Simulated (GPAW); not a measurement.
Ti3As:

```
As Ti
1.0
     5.02177    0.00000    0.00000
     0.00000    5.02177    0.00000
     0.00000    0.00000    5.02177
As Ti
2 6
Cartesian
  0.0000 0.0000 0.0000
  2.5109 2.5109 2.5109
  0.0000 2.5109 3.7663
  0.0000 2.5109 1.2554
  3.7663 0.0000 2.5109
  1.2554 0.0000 2.5109
  2.5109 3.7663 0.0000
  2.5109 1.2554 0.0000
```

The cell comes from a database or a generator and needn't be the stable form of this composition.

| Item | Value |
| --- | --- |
| Program | GPAW 26.7.0 |
| Task | relaxation of cell and atoms |
| Functional | PBEsol |
| Dispersion | D3 |
| Potentials or basis | PAW data sets generated in the run's folder for this functional |
| Cutoff | 600 eV |
| Basis | pw |
| k mesh | 4 × 4 × 4 |
| Occupations | fermi-dirac, width 0.05 eV |
| Spin | no spin polarisation |

At the start: pressure -10.6 GPa; volume 15.83 Å³/atom.

**Question.** Where does the relaxation end?

**Answer.** Over 4 steps the energy falls by 39.4 meV/atom and the volume is 14.56 Å³/atom (-8.0 %); space group Pm-3n (No. 223, to 0.05 Å).

Step by step:
```
step  energy change (eV)  largest force (eV/Å)  pressure (GPa)  volume (Å³)
   1              0.0000                0.0000          -10.65       126.64
   2             -0.0432                0.0000          -10.05       125.93
   3             -0.3163                0.0000           -0.44       116.83
   4             -0.3150                0.0000            0.04       116.46
```

Final structure:
```cif
data_structure
_symmetry_space_group_name_H-M 'P 1'
_symmetry_Int_Tables_number 1
_cell_length_a 4.8834
_cell_length_b 4.8834
_cell_length_c 4.8834
_cell_angle_alpha 90.000
_cell_angle_beta 90.000
_cell_angle_gamma 90.000
_cell_volume 116.46
loop_
_atom_site_label
_atom_site_type_symbol
_atom_site_fract_x
_atom_site_fract_y
_atom_site_fract_z
_atom_site_occupancy
As1 As 0.00000 0.00000 0.00000 1
As2 As 0.50000 0.50000 0.50000 1
Ti1 Ti 0.00000 0.50000 0.75000 1
Ti2 Ti 0.00000 0.50000 0.25000 1
Ti3 Ti 0.75000 0.00000 0.50000 1
Ti4 Ti 0.25000 0.00000 0.50000 1
Ti5 Ti 0.50000 0.75000 0.00000 1
Ti6 Ti 0.50000 0.25000 0.00000 1
```

Caveat: later steps reuse the first step's grids; pairwise dispersion overbinds metals, which lowers pressure and volume.
